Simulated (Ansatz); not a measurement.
The system is Ta4NiO11.

```
Ta Ni O
1.0
     5.29285   -0.00032   -0.02518
    -0.04190    5.33569    0.02340
    -0.47620   -0.07999    7.89609
Ta Ni O
4 1 11
Direct
  0.52261 0.46364 0.51843
  0.55532 0.53163 0.98083
  0.02338 0.98832 0.50961
  0.04916 0.02484 0.01689
  0.06538 0.57998 0.26898
  0.96711 0.93834 0.23892
  0.21005 0.28324 0.42990
  0.27287 0.71995 0.06145
  0.33888 0.23820 0.03682
  0.30665 0.75341 0.45874
  0.50103 0.44858 0.74991
  0.70564 0.16332 0.48732
  0.73302 0.83358 0.94060
  0.85284 0.36497 0.07896
  0.81889 0.65561 0.47584
  0.07718 0.01239 0.74680
```

The cell was built by a generator and needn't be a form met in nature.

Base run:

| Quantity | Value |
| --- | --- |
| Program | Ansatz 0.2.0 |
| Functional | PBE |
| Potentials or basis | PseudoDojo standard (PBE files) |
| Cutoff | 1333 eV |
| Density cutoff | 5333 eV |
| k mesh | 5 × 5 × 4 |
| Occupations | fermi-dirac, width 0.05 eV |
| Spin | collinear spin, ferromagnetic start |
| Starting moments | [0.0, 0.0, 0.0, 0.0, 1.0, 0.0, 0.0, 0.0, 0.0, 0.0, 0.0, 0.0, 0.0, 0.0, 0.0, 0.0] μB |

Its results: band gap on the k mesh 1.30 eV, indirect (least direct gap 1.39 eV); pressure -1.1 GPa; net moment 2.00 μB per cell; site moments Ta +0.00; Ni +1.52; O +0.09, +0.04, +0.06, +0.00, +0.08, +0.05 μB; largest force 0.098 eV/Å.

Task: The run is repeated on the same cell with these changes: functional from PBE to BLYP; potentials or basis from PseudoDojo standard (PBE files) to Ansatz PAW; cutoff from 1333 eV to 420 eV (not typed: the program's choice for these potentials). What comes out?

Result: Band gap on the k mesh 1.34 eV, indirect (least direct gap 1.45 eV); pressure 4.6 GPa; net moment 2.00 μB per cell; site moments Ta +0.00; Ni +1.50; O +0.09, +0.04, +0.06, +0.00, +0.08, +0.05 μB; largest force 0.199 eV/Å.

Caveats: spin-orbit coupling is left out, which moves the levels of the heavy elements; a cell with one magnetic atom can't hold antiferromagnetic order, which such compounds often take; odd divisions of the mesh miss points on the zone boundary, where band edges often lie, so the gap on the mesh can be too wide (some runs); the PAW data sets come from PBE, with cores solved anew for the run's functional, which leaves a small shift of forces and pressure (some runs).
